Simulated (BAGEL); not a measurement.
# HF/def2-SVPD (density fitting with qzvpp-jkfit) run of SiHCl2F (SMILES F[SiH](Cl)Cl)

What is the energy change on altering one bond length of SiHCl2F at HF/def2-SVPD (density fitting with qzvpp-jkfit)? 

Program for the calculation: BAGEL 1.2.2.

1 further run of the same task is left out (set aside as unsound or not needed). Runs told in other sessions of the task aren't counted.

**1. The structure to begin with**

SiHCl2F has 5 atoms, charge 0, and is taken as a singlet. SMILES: `F[SiH](Cl)Cl`. Geometry: relaxed at PBE0-D4/def2-TZVP.

Bond lengths: F1–Si2 1.581 Å, Si2–Cl3 2.024 Å, Si2–Cl4 2.024 Å, Si2–H5 1.467 Å. Angles: F1–Si2–Cl3 108.4°, F1–Si2–Cl4 108.4°, Cl3–Si2–Cl4 110.2°, F1–Si2–H5 109.1°, Cl3–Si2–H5 110.4°, Cl4–Si2–H5 110.4°.

**2. The energy at HF/def2-SVPD (density fitting with qzvpp-jkfit)**

The input, calc.json:

```json
{ "bagel" : [

{
  "title" : "molecule",
  "basis" : "def2-svpd.json",
  "df_basis" : "qzvpp-jkfit",
  "angstrom" : true,
  "geometry" : [
    { "atom" : "F", "xyz" : [    0.035500,   -0.682700,    1.466900 ] },
    { "atom" : "Si", "xyz" : [    0.115700,   -0.048400,    0.020800 ] },
    { "atom" : "Cl", "xyz" : [   -0.511900,    1.872300,    0.131500 ] },
    { "atom" : "Cl", "xyz" : [   -1.092800,   -1.108700,   -1.208300 ] },
    { "atom" : "H", "xyz" : [    1.503300,   -0.106100,   -0.452400 ] }
  ]
},
{
  "title" : "hf",
  "charge" : 0
},
{
  "title" : "print",
  "file" : "orbitals.molden",
  "orbitals" : true
}

]}
```

The basis set def2-SVPD is read from a file made from the Basis Set Exchange's data (not shown).

The run is started by

```bash
$ BAGEL_NUM_THREADS=1 BAGEL calc.json > calc.out
```

Output:

```text
* using 1 threads per process

  ===============================================================
  ===============================================================

  *** Geometry ***

  { "atom" : "F", "xyz" : [      0.067085,     -1.290116,      2.772039 ] },
  { "atom" : "Si", "xyz" : [      0.218641,     -0.091463,      0.039306 ] },
  { "atom" : "Cl", "xyz" : [     -0.967351,      3.538134,      0.248499 ] },
  { "atom" : "Cl", "xyz" : [     -2.065093,     -2.095139,     -2.283356 ] },
  { "atom" : "H", "xyz" : [      2.840825,     -0.200500,     -0.854912 ] },

  Number of auxiliary basis functions:      479

  Since a DF basis is specified, we compute 2- and 3-index integrals:
    o Being stored without compression. Storage requirement is 0.046 GB

  Number of basis functions:      109
  Number of electrons      :       58

    * METHOD: MOLECULE                             0.19

  *** RHF ***

  === Nuclear Repulsion ===
   281.0984981969

      * DIIS with orbital gradients will be used.

  === RHF iteration (def2-svpd.json) ===
      0      -1307.44348260          0.01735730           0.09
      1      -1307.58720495          0.01275698           0.10
      2      -1307.67641008          0.00113021           0.10
      3      -1307.67767916          0.00035205           0.10
      4      -1307.67781146          0.00008160           0.10
      5      -1307.67781928          0.00002501           0.10
      6      -1307.67782025          0.00000845           0.10
      7      -1307.67782036          0.00000144           0.10
      8      -1307.67782036          0.00000075           0.10
      9      -1307.67782036          0.00000017           0.10
     10      -1307.67782036          0.00000006           0.10
     11      -1307.67782036          0.00000002           0.10
     12      -1307.67782036          0.00000001           0.10
    * SCF iteration converged.

    * Permanent dipole moment:
           (   -0.394320,    -0.052781,     0.288259) a.u.

    * METHOD: HF                                   1.45

    * METHOD: PRINT                                0.02

  ===============================================================
```

It took 1.8 s on 1 thread of Arm Neoverse V2, shared host; peak memory 0.15 GiB.

**3. The distorted shape**

The input, input.json:

```json
{ "bagel": [

{
  "title": "molecule",
  "basis": "def2-svpd.json",
  "df_basis": "qzvpp-jkfit",
  "angstrom": true,
  "geometry": [
    { "atom": "F", "xyz": [   -0.380816,   -0.665389,    1.608872 ] },
    { "atom": "Si", "xyz": [   -0.300616,   -0.031089,    0.162772 ] },
    { "atom": "Cl", "xyz": [   -0.928216,    1.889611,    0.273472 ] },
    { "atom": "Cl", "xyz": [   -1.509116,   -1.091389,   -1.066328 ] },
    { "atom": "H", "xyz": [    1.503300,   -0.106100,   -0.452400 ] }
  ]
},
{ "title": "hf" },
{ "title": "print", "file": "orbitals.molden", "orbitals": true }

]}
```

The basis set def2-SVPD is read from a file made from the Basis Set Exchange's data (not shown).

The run is started by

```bash
$ BAGEL_NUM_THREADS=1 BAGEL input.json > input.out
```

Output:

```text
* using 1 threads per process

  ===============================================================
  ===============================================================

  *** Geometry ***

  { "atom" : "F", "xyz" : [     -0.719638,     -1.257403,      3.040327 ] },
  { "atom" : "Si", "xyz" : [     -0.568082,     -0.058750,      0.307595 ] },
  { "atom" : "Cl", "xyz" : [     -1.754074,      3.570847,      0.516787 ] },
  { "atom" : "Cl", "xyz" : [     -2.851816,     -2.062426,     -2.015068 ] },
  { "atom" : "H", "xyz" : [      2.840825,     -0.200500,     -0.854912 ] },

  Number of auxiliary basis functions:      479

  Since a DF basis is specified, we compute 2- and 3-index integrals:
    o Being stored without compression. Storage requirement is 0.046 GB

  Number of basis functions:      109
  Number of electrons      :       58

    * METHOD: MOLECULE                             0.19

  *** RHF ***

  === Nuclear Repulsion ===
   279.0222421519

      * DIIS with orbital gradients will be used.

  === RHF iteration (def2-svpd.json) ===
      0      -1307.39565906          0.01716098           0.10
      1      -1307.53825992          0.01288150           0.10
      2      -1307.63081957          0.00112445           0.10
      3      -1307.63221755          0.00036325           0.10
      4      -1307.63236929          0.00008860           0.10
      5      -1307.63237929          0.00002787           0.10
      6      -1307.63238056          0.00000961           0.10
      7      -1307.63238071          0.00000190           0.10
      8      -1307.63238071          0.00000099           0.10
      9      -1307.63238071          0.00000022           0.10
     10      -1307.63238071          0.00000009           0.10
     11      -1307.63238071          0.00000003           0.10
     12      -1307.63238071          0.00000001           0.10
    * SCF iteration converged.

    * Permanent dipole moment:
           (   -0.175304,    -0.077943,     0.249286) a.u.

    * METHOD: HF                                   1.48

    * METHOD: PRINT                                0.02

  ===============================================================
```

Run time: 1.8 s. Hardware: 1 thread of Arm Neoverse V2, shared host; peak memory 0.15 GiB.

**4. Summary of results**

Level: HF/def2-SVPD (density fitting with qzvpp-jkfit).

```
                                                          quantity           value
                                         first shape: total energy  -1307.67782 Eh
                                        first shape: dipole moment          1.25 D
                                          first shape: HOMO energy       -13.08 eV
                                          first shape: LUMO energy         2.21 eV
                                        first shape: HOMO–LUMO gap        15.30 eV
                                     distorted shape: total energy  -1307.63238 Eh
                                    distorted shape: dipole moment          0.80 D
                                      distorted shape: HOMO energy       -12.25 eV
                                      distorted shape: LUMO energy         2.10 eV
                                    distorted shape: HOMO–LUMO gap        14.35 eV
energy change with the Si2–H5 bond stretched from 1.467 to 1.907 Å        1.236 eV
```

With the Si2–H5 bond stretched from 1.467 to 1.907 Å the energy rises by 1.24 eV (119 kJ/mol). The first shape isn't relaxed at this level, so the change isn't measured from a minimum.
